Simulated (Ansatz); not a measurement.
# GeH₃ radical: basis-set convergence

How large a basis does GeH₃ radical need? Two functionals are run in growing sets.

The runs use Ansatz 0.2.0, Gaussian basis; one geometry, several basis sets.

Plan: PBE0-D4/def2-SVP; ωB97M-V/def2-SVP; PBE0-D4/def2-QZVPP; ωB97M-V/def2-QZVPP; the functionals' def2-TZVPP values are taken from earlier runs.

### Step 1. Structure used throughout

An earlier PBE0-D4 in a triple-zeta def2 set relaxation fixed the geometry.

SMILES `[GeH3]`, 4 atoms, charge 0, spin multiplicity 2.

Atoms are counted from 1 here; the program's logs count them from 0.

Bond lengths: Ge1–H2 1.539 Å, Ge1–H3 1.539 Å, Ge1–H4 1.539 Å. Angles: H2–Ge1–H3 111.1°, H2–Ge1–H4 111.1°, H3–Ge1–H4 111.1°.

Geometry (Å):

```xyz
4
charge 0, multiplicity 2
Ge    0.2146   -0.1259   -0.2494
H     1.0550    0.1096    1.0183
H    -0.8828   -1.1759   -0.0001
H    -0.3868    1.1922   -0.7688
```

### Step 2. PBE0-D4 in def2-SVP

in.yaml

```yaml
crystal:
  periodic: [false, false, false]
  atoms:
    - {symbol: Ge, position_ang: [0.214577, -0.125905, -0.249397]}
    - {symbol: H, position_ang: [1.055031, 0.109610, 1.018261]}
    - {symbol: H, position_ang: [-0.882773, -1.175870, -0.000057]}
    - {symbol: H, position_ang: [-0.386834, 1.192155, -0.768808]}
basis:
  gaussian: {orbitals: def2-SVP}
magnetization: {spin_polarized: true, initial_magnetization: 1}
hamiltonian: {xc: pbe0, dispersion: d4}
output: {orbitals: {seedname: orbitals}}
```

Command:

```console
ansatz run in.yaml --threads 2 --pin off --events-out ev --progress --plain --max-ram 32768MiB --backend cpu
```

Further steps of the session: ωB97M-V in def2-SVP; PBE0-D4 in def2-QZVPP; ωB97M-V in def2-QZVPP.

Q: Predict the results of all the runs planned. Wanted: PBE0-D4: double and triple zeta above quadruple; ωB97M-V: double and triple zeta above quadruple.

**Answer**, as computed:

| quantity | value |
| --- | --- |
| PBE0-D4: double and triple zeta above quadruple | 8.40, 1.24 eV |
| ωB97M-V: double and triple zeta above quadruple | 8.39, 1.22 eV |

In words: PBE0-D4 gains 7.16 eV from double to triple zeta, then 1.24 eV more. Total energies overstate the basis error of differences, where much of it tends to cancel.
